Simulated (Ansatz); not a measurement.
# Si3Pb: the cost of one run

Method: DFT PBE, scalar-relativistic, plane waves, PAW, in Ansatz 0.2.0.

**1. The starting structure**

Symmetry: P6_3/mmc, No. 194, hexagonal system. Conventional cell: a = 6.040 Å, b = 6.040 Å, c = 4.848 Å, α = 90.00°, β = 90.00°, γ = 120.00°. Si (site symmetry mm2) has 4 Pb at 2.98 to 3.02 Å and 8 Si at 2.99 to 3.03 Å as nearest neighbours. Pb (site symmetry -6m2) is surrounded by 12 Si at 2.98 to 3.02 Å.

Structure file:

```
CELL_PARAMETERS angstrom
6.04049 0.00000 0.00000
-3.02024 5.23122 0.00000
0.00000 0.00000 4.84842
ATOMIC_POSITIONS crystal
Si 0.83300 0.66600 0.25000
Si 0.16700 0.83300 0.75000
Si 0.33400 0.16700 0.25000
Si 0.16700 0.33400 0.75000
Si 0.83300 0.16700 0.25000
Si 0.66600 0.83300 0.75000
Pb 0.33333 0.66667 0.25000
Pb 0.66667 0.33333 0.75000
```

This is candidate A: Ni3Sn (D0_19) type (P6_3/mmc, No. 194).

(A quick probe on a coarse mesh, which set the mesh and smearing, is not shown.)

**3. A loose first relaxation (candidate A)**

Input file input.yaml:

```yaml
crystal:
  lattice:
    - [6.0404890929, 0.0, 0.0]
    - [-3.0202445465, 5.2312170057, 0.0]
    - [0.0, 0.0, 4.8484244981]
  atoms:
    - { symbol: Si, position: [0.833, 0.666, 0.25] }
    - { symbol: Si, position: [0.167, 0.833, 0.75] }
    - { symbol: Si, position: [0.334, 0.167, 0.25] }
    - { symbol: Si, position: [0.167, 0.334, 0.75] }
    - { symbol: Si, position: [0.833, 0.167, 0.25] }
    - { symbol: Si, position: [0.666, 0.833, 0.75] }
    - { symbol: Pb, position: [0.3333333333, 0.6666666667, 0.25] }
    - { symbol: Pb, position: [0.6666666667, 0.3333333333, 0.75] }
basis:
  ecutwfc: 420
kpoints:
  mp_grid: { grid: [3, 3, 4] }
hamiltonian:
  xc: pbe
scf:
  occupations: { method: gaussian, width: 0.1 }
  lower_state_search: "off"
output:
  forces: true
  stress: true
  eigenvalues: true
relax:
  adjacent_minimum: "off"
  f_tol: 0.04
  max_steps: 70
  cell: { stress_tol: 0.4 }
```

On the command line:

```
$ ansatz run input.yaml --threads 1 --pin off --max-ram 2560MiB --backend cpu --events-out ev --progress --plain --runs-dir out
```

Q: Estimate wall time and peak memory on 1 thread of Arm Neoverse V2, shared host.

About 23 s, with a peak of 0.41 GiB.
